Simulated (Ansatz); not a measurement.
**SiGeHO (doublet): from Hartree-Fock to the top rungs, cc-pVTZ**

How much of the correlation energy of SiGeHO (doublet) does each wave-function method recover here?

The runs use Ansatz 0.2.0, Gaussian basis; cc-pVTZ, core rule «outside noble gas», up to 20 orbitals frozen.

To be run: UHF; CCSD(T) on ROHF; CCSD(T) on UHF; BCCD(T) on ROHF; CCSDT(Q) on ROHF; CCSDT(Q) on UHF.

4 further runs of the same task are left out: 4 set aside as unsound or not needed.

**1. What is computed**

The geometry is a PBE0/def2-TZVP stationary point (not a proven minimum). No spin-orbit coupling is included. The filled d shell of Ge may be among the frozen orbitals whatever the setting's name suggests; the logs give the count.

4 atoms, charge 0, spin multiplicity 2.

Atoms are counted from 1 here; the program's logs count them from 0.

Bond lengths: O1–Ge2 2.062 Å, O1–Si3 1.591 Å, Ge2–Si3 2.368 Å, Ge2–H4 1.554 Å. Angles: Ge2–O1–Si3 79.7°, O1–Ge2–Si3 41.4°, O1–Ge2–H4 92.1°, Si3–Ge2–H4 133.5°, O1–Si3–Ge2 58.9°.

In the tables R marks a restricted open-shell determinant and U an unrestricted one; energies count from the table's Hartree-Fock row.

**2. UHF**

File in.yaml:

```yaml
crystal:
  periodic: [false, false, false]
  atoms:
    - {symbol: O, position_ang: [0.000000, -1.068031, -0.912929]}
    - {symbol: Ge, position_ang: [0.000000, 0.103335, 0.783661]}
    - {symbol: Si, position_ang: [0.000000, 0.382114, -1.568288]}
    - {symbol: H, position_ang: [0.000000, -1.141224, 1.713723]}
basis:
  gaussian: {orbitals: cc-pVTZ}
magnetization: {spin_polarized: true, initial_magnetization: 1}
hamiltonian: {xc: hf}
output: {orbitals: {seedname: orbitals}}
```

On the command line:

```sh
$ ansatz run in.yaml --threads 1 --pin off --events-out ev --progress --plain --max-ram 4096MiB --backend cpu
```

What it wrote:

```text
Functional definition: HF
  name "HF"
  cite "Fock, Z. Phys. 61, 126 (1930) doi:10.1007/BF01340294"
  parent pbe
  exchange = exact_x
  correlation = 0
1098 factors; their error is unknown
mean field evaluation 1: about -66384.3303 eV, gradient 3.1e1 eV
mean field evaluation 2: about -66384.4150 eV, gradient 3.4e1 eV
mean field evaluation 4: about -66388.6182 eV, gradient 9.0e-1 eV
mean field evaluation 8: about -66388.6825 eV, gradient 2.9e-1 eV
mean field evaluation 16: about -66388.6959 eV, gradient 1.2e-1 eV
mean field evaluation 32: about -66389.3918 eV, gradient 2.1e0 eV
mean field evaluation 64: about -66387.5109 eV, gradient 8.5e0 eV
mean field evaluation 96: about -66388.5279 eV, gradient 1.8e-1 eV
mean field evaluation 128: about -66387.0318 eV, gradient 3.7e-4 eV
mean field -66389.74382797 eV, -2439.7780850933 hartree, gradient 1.6e-5 eV, S^2 0.828425; 3 other end points of the search recorded, 0 dependent functions left out
reference -66389.74382797 eV, -2439.7780850933 hartree; 28, 27 occupied and 93, 94 virtual orbitals, 1098 factors
Total energy: -66389.74382797 eV, -2439.7780850933 hartree
```

It took 17 s on 1 thread of AMD EPYC 7R13, shared host; peak memory 0.47 GiB.

From the report: ⟨S²⟩ of the determinant 0.828 (pure doublet: 0.75).

**3. CCSD(T) on ROHF**

in.yaml: that of step 2 with these lines changed.

```diff
@@ -9,4 +9,3 @@
   gaussian: {orbitals: cc-pVTZ}
-magnetization: {spin_polarized: true, initial_magnetization: 1}
-hamiltonian: {xc: hf}
-output: {orbitals: {seedname: orbitals}}
+magnetization: {spin_polarized: false, initial_magnetization: 1}
+correlation: {method: ccsd_t, electrons: outside_noble_gas}
```

On the command line:

```sh
$ ansatz run in.yaml --threads 2 --pin off --events-out ev --progress --plain --max-ram 24576MiB --backend cuda --devices 0, --max-vram 18GiB
```

What it wrote, cut to the lines that bear on the results:

```text
Functional definition: HF
  name "HF"
  cite "Fock, Z. Phys. 61, 126 (1930) doi:10.1007/BF01340294"
  parent pbe
[...]
755 factors; integrals over basis functions are off by at most 1.1e-3 eV
[...]
mean field -66389.60061470 eV, -2439.7728221027 hartree, gradient 2.3e-6 eV, S^2 0.750000; 5 other end points of the search recorded, 0 dependent functions left out
[...]
determinant -66389.60061470 eV, -2439.7728221027 hartree, with singles and doubles -66402.06081329 eV, -2440.2307259550 hartree
determinant -66388.30164130 eV, -2439.7250857107 hartree, with singles and doubles -66400.84587116 eV, -2440.1860776554 hartree
determinant -66386.32239475 eV, -2439.6523497416 hartree, with singles and doubles -66399.11804927 eV, -2440.1225813721 hartree
20 core orbitals not correlated: weight in the atoms' cores, before any rotation towards them, 0.997 or more for the frozen orbitals, at most 0.003 for the correlated occupied ones
reference -66389.60061470 eV, -2439.7728221027 hartree; 8, 7 occupied and 93, 94 virtual orbitals, 755 factors
second order -11.82443593 eV of doubles, -0.06137534 eV of singles
cycle   1  -12.31968091 eV  change   -8.6e-1 eV  update   2.6e-2
[...]
cycle  12  -12.35126969 eV  change    8.4e-6 eV  update   1.0e-5
perturbative correction -0.66469543 eV, -0.0244271067 hartree
Total energy: -66402.61657983 eV, -2440.2511499986 hartree
```

It took 9.5 s on 1 × H100 (card shared with other runs) with 2 threads of AMD EPYC 7R13, shared host; peak host memory 0.81 GiB.

From the report: correlation -13.0160 eV; T1 0.029; largest double amplitude 0.09.

**4. CCSD(T) on UHF**

in.yaml: that of step 3 with these lines changed.

```diff
@@ -9,3 +9,3 @@
   gaussian: {orbitals: cc-pVTZ}
-magnetization: {spin_polarized: false, initial_magnetization: 1}
+magnetization: {spin_polarized: true, initial_magnetization: 1}
 correlation: {method: ccsd_t, electrons: outside_noble_gas}
```

The command is unchanged.

What it wrote, cut to the lines that bear on the results:

```text
Functional definition: HF
  name "HF"
  cite "Fock, Z. Phys. 61, 126 (1930) doi:10.1007/BF01340294"
  parent pbe
[...]
755 factors; integrals over basis functions are off by at most 1.1e-3 eV
[...]
mean field -66389.74474762 eV, -2439.7781188897 hartree, gradient 2.0e-6 eV, S^2 0.828424; 12 other end points of the search recorded, 0 dependent functions left out
determinant -66389.74474762 eV, -2439.7781188897 hartree, with singles and doubles -66402.05323251 eV, -2440.2304473665 hartree
determinant -66388.53236478 eV, -2439.7335646423 hartree, with singles and doubles -66400.84416445 eV, -2440.1860149347 hartree
determinant -66387.77876366 eV, -2439.7058703119 hartree, with singles and doubles -66400.37899570 eV, -2440.1689202987 hartree
determinant -66387.34951509 eV, -2439.6900957179 hartree, with singles and doubles -66399.12967550 eV, -2440.1230086281 hartree
determinant -66387.03270217 eV, -2439.6784530576 hartree, with singles and doubles -66398.87073996 eV, -2440.1134929225 hartree
determinant -66386.83737775 eV, -2439.6712750176 hartree, with singles and doubles -66398.81492168 eV, -2440.1114416384 hartree
determinant -66386.43910418 eV, -2439.6566387341 hartree, with singles and doubles -66398.34072814 eV, -2440.0940153473 hartree
20 core orbitals not correlated: weight in the atoms' cores, before any rotation towards them, 0.997 or more for the frozen orbitals, at most 0.003 for the correlated occupied ones
reference -66389.74474762 eV, -2439.7781188897 hartree; 8, 7 occupied and 93, 94 virtual orbitals, 755 factors
second order -11.67218106 eV of doubles, -0.00000000 eV of singles
cycle   1  -12.18052677 eV  change   -8.4e-1 eV  update   2.5e-2
[...]
cycle  12  -12.21227521 eV  change    1.0e-5 eV  update   1.7e-5
perturbative correction -0.65749197 eV, -0.0241623844 hartree
Total energy: -66402.61451480 eV, -2440.2510741100 hartree
```

Wall time 20 s (1 × H100 (card shared with other runs) with 2 threads of AMD EPYC 7R13, shared host); peak host memory 0.82 GiB.

From the report: ⟨S²⟩ of the determinant 0.828 (pure doublet: 0.75); correlation -12.8698 eV; T1 0.033; largest double amplitude 0.09.

**5. BCCD(T) on ROHF**

in.yaml: that of step 4 with these lines changed.

```diff
@@ -9,3 +9,3 @@
   gaussian: {orbitals: cc-pVTZ}
-magnetization: {spin_polarized: true, initial_magnetization: 1}
-correlation: {method: ccsd_t, electrons: outside_noble_gas}
+magnetization: {spin_polarized: false, initial_magnetization: 1}
+correlation: {method: bccd_t, electrons: outside_noble_gas}
```

The command is unchanged.

What it wrote, cut to the lines that bear on the results:

```text
Functional definition: HF
  name "HF"
  cite "Fock, Z. Phys. 61, 126 (1930) doi:10.1007/BF01340294"
  parent pbe
[...]
755 factors; integrals over basis functions are off by at most 1.1e-3 eV
[...]
mean field -66389.60061470 eV, -2439.7728221027 hartree, gradient 2.3e-6 eV, S^2 0.750000; 5 other end points of the search recorded, 0 dependent functions left out
[...]
determinant -66389.60061470 eV, -2439.7728221027 hartree, with singles and doubles -66402.06081329 eV, -2440.2307259550 hartree
determinant -66388.30164130 eV, -2439.7250857107 hartree, with singles and doubles -66400.84587116 eV, -2440.1860776554 hartree
determinant -66386.32239475 eV, -2439.6523497416 hartree, with singles and doubles -66399.11804927 eV, -2440.1225813721 hartree
20 core orbitals not correlated: weight in the atoms' cores, before any rotation towards them, 0.997 or more for the frozen orbitals, at most 0.003 for the correlated occupied ones
reference -66389.60061470 eV, -2439.7728221027 hartree; 8, 7 occupied and 93, 94 virtual orbitals, 755 factors
second order -11.82443593 eV of doubles, -0.06137534 eV of singles
cycle   1  -12.25519016 eV  change   -7.9e-1 eV  update   3.6e-2
[...]
cycle  14  -12.30492902 eV  change   -6.0e-6 eV  update   1.4e-5
perturbative correction -0.71878593 eV, -0.0264148957 hartree
Total energy: -66402.62432965 eV, -2440.2514347993 hartree
```

Wall time 16 s (1 × H100 (card shared with other runs) with 2 threads of AMD EPYC 7R13, shared host); peak host memory 0.82 GiB.

From the report: correlation -13.0237 eV; largest double amplitude 0.09.

**6. CCSDT(Q) on ROHF**

in.yaml: that of step 5 with these lines changed.

```diff
@@ -10,2 +10,2 @@
 magnetization: {spin_polarized: false, initial_magnetization: 1}
-correlation: {method: bccd_t, electrons: outside_noble_gas}
+correlation: {method: ccsdt_q, electrons: outside_noble_gas}
```

The command is unchanged.

What it wrote, cut to the lines that bear on the results:

```text
Functional definition: HF
  name "HF"
  cite "Fock, Z. Phys. 61, 126 (1930) doi:10.1007/BF01340294"
  parent pbe
[...]
1518 factors; integrals over basis functions are off by at most 1.8e-7 eV
[...]
mean field -66389.60070646 eV, -2439.7728254748 hartree, gradient 2.5e-6 eV, S^2 0.750000; 5 other end points of the search recorded, 0 dependent functions left out
[...]
determinant -66389.60070646 eV, -2439.7728254748 hartree, with singles and doubles -66402.06092061 eV, -2440.2307298989 hartree
determinant -66388.30172910 eV, -2439.7250889374 hartree, with singles and doubles -66400.84597692 eV, -2440.1860815418 hartree
determinant -66386.32247791 eV, -2439.6523527978 hartree, with singles and doubles -66399.11816777 eV, -2440.1225857266 hartree
20 core orbitals not correlated: weight in the atoms' cores, before any rotation towards them, 0.997 or more for the frozen orbitals, at most 0.003 for the correlated occupied ones
reference -66389.60070646 eV, -2439.7728254748 hartree; 8, 7 occupied and 93, 94 virtual orbitals, 1518 factors
second order -11.82446054 eV of doubles, -0.06137530 eV of singles
cycle   1  -11.74752573 eV  change    1.4e-1 eV  update   1.5e-1
[...]
cycle  23  -13.04557218 eV  change   -6.6e-7 eV  update   1.4e-6
perturbative correction -0.04748569 eV, -0.0017450670 hartree
Total energy: -66402.69376433 eV, -2440.2539864768 hartree
```

Run time: 2.3 min. Hardware: 1 × H100 (card shared with other runs) with 2 threads of AMD EPYC 7R13, shared host; peak host memory 1.9 GiB.

From the report: correlation -13.0931 eV; T1 0.033; largest double amplitude 0.10.

**7. CCSDT(Q) on UHF**

in.yaml: that of step 6 with these lines changed.

```diff
@@ -9,3 +9,3 @@
   gaussian: {orbitals: cc-pVTZ}
-magnetization: {spin_polarized: false, initial_magnetization: 1}
+magnetization: {spin_polarized: true, initial_magnetization: 1}
 correlation: {method: ccsdt_q, electrons: outside_noble_gas}
```

Same command.

What it wrote, cut to the lines that bear on the results:

```text
Functional definition: HF
  name "HF"
  cite "Fock, Z. Phys. 61, 126 (1930) doi:10.1007/BF01340294"
  parent pbe
[...]
1518 factors; integrals over basis functions are off by at most 1.8e-7 eV
[...]
mean field -66389.74483973 eV, -2439.7781222749 hartree, gradient 1.8e-6 eV, S^2 0.828426; 13 other end points of the search recorded, 0 dependent functions left out
determinant -66389.74483973 eV, -2439.7781222749 hartree, with singles and doubles -66402.05348317 eV, -2440.2304565780 hartree
determinant -66388.53245330 eV, -2439.7335678952 hartree, with singles and doubles -66400.84456844 eV, -2440.1860297812 hartree
determinant -66387.77886201 eV, -2439.7058739261 hartree, with singles and doubles -66400.37953479 eV, -2440.1689401097 hartree
determinant -66387.34960494 eV, -2439.6900990197 hartree, with singles and doubles -66399.13105560 eV, -2440.1230593458 hartree
[...]
determinant -66386.83747033 eV, -2439.6712784200 hartree, with singles and doubles -66398.81522124 eV, -2440.1114526473 hartree
determinant -66386.58936158 eV, -2439.6621605917 hartree, with singles and doubles -66399.09194006 eV, -2440.1216218762 hartree
determinant -66386.43920411 eV, -2439.6566424063 hartree, with singles and doubles -66398.34092031 eV, -2440.0940224095 hartree
20 core orbitals not correlated: weight in the atoms' cores, before any rotation towards them, 0.997 or more for the frozen orbitals, at most 0.003 for the correlated occupied ones
reference -66389.74483973 eV, -2439.7781222749 hartree; 8, 7 occupied and 93, 94 virtual orbitals, 1518 factors
second order -11.67220338 eV of doubles, -0.00000000 eV of singles
cycle   1  -11.57489685 eV  change    9.7e-2 eV  update   1.5e-1
[...]
cycle  24  -12.90349222 eV  change    6.9e-7 eV  update   1.2e-6
perturbative correction -0.05877355 eV, -0.0021598881 hartree
Total energy: -66402.70710550 eV, -2440.2544767557 hartree
```

Run time: 1.8 min. Hardware: 1 × H100 (card shared with other runs) with 2 threads of AMD EPYC 7R13, shared host; peak host memory 1.4 GiB.

From the report: ⟨S²⟩ of the determinant 0.828 (pure doublet: 0.75); correlation -12.9623 eV; T1 0.038; largest double amplitude 0.11.

**8. All levels against the top one**

The yardstick is UCCSDT(Q), where the cluster series has nearly closed. Rows without a time come out of other runs: HF, MP2 and CCSD of CCSD(T), CCSDT of CCSDT(Q).

Differences are taken before rounding.

```csv
method,energy from the lowest ROHF (meV),from UCCSDT(Q) (meV),time
ROHF,0.0,+13106.5,
UHF,-144.1,+12962.4,
RMP2,-11885.8,+1220.7,
UMP2,-11816.3,+1290.2,
RCCSD,-12351.3,+755.2,
UCCSD,-12356.4,+750.1,
RCCSD(T),-13016.0,+90.5,9.5 s
UCCSD(T),-13013.9,+92.6,20 s
BCCD(T),-13023.7,+82.8,16 s
RCCSDT,-13045.7,+60.8,
UCCSDT,-13047.7,+58.8,
RCCSDT(Q),-13093.1,+13.3,2.3 min
UCCSDT(Q),-13106.5,0,1.8 min
```

Among the levels timed on like hardware and quicker than the yardstick, those that no quicker one beats, quickest first: RCCSD(T) (9.5 s, +90.5 meV); BCCD(T) (16 s, +82.8 meV).

With the free atoms at the same levels and basis (separate runs), the atomisation energy is 11.373 eV at UCCSDT(Q), 11.343 eV at RCCSD(T), 11.327 eV at UCCSD(T), 7.020 eV at ROHF.

**9. Summary of results**

```
                         quantity        value
    UCCSDT(Q) from the ROHF energy  -13.1065 eV
              RMP2 from UCCSDT(Q)  +1220.7 meV
              UMP2 from UCCSDT(Q)  +1290.2 meV
             RCCSD from UCCSDT(Q)   +755.2 meV
          RCCSD(T) from UCCSDT(Q)    +90.5 meV
          UCCSD(T) from UCCSDT(Q)    +92.6 meV
         RCCSDT(Q) from UCCSDT(Q)    +13.3 meV
levels within 1 kcal/mol (43 meV)    RCCSDT(Q)
                    T1 diagnostic        0.029
```

In words: RCCSD(T) lands +90.5 meV from the yardstick (0.7 % of the correlation energy). These misses are within one basis, not against nature; the frozen cores of restricted and unrestricted runs differ, which can shift their rows.

BCCD(T) reaches 82.8 meV from the reference in 16 s, where UCCSDT(Q) took 1.8 min; the quickest level in the cost chart, RCCSD(T), takes 9.5 s and misses by 90.5 meV.
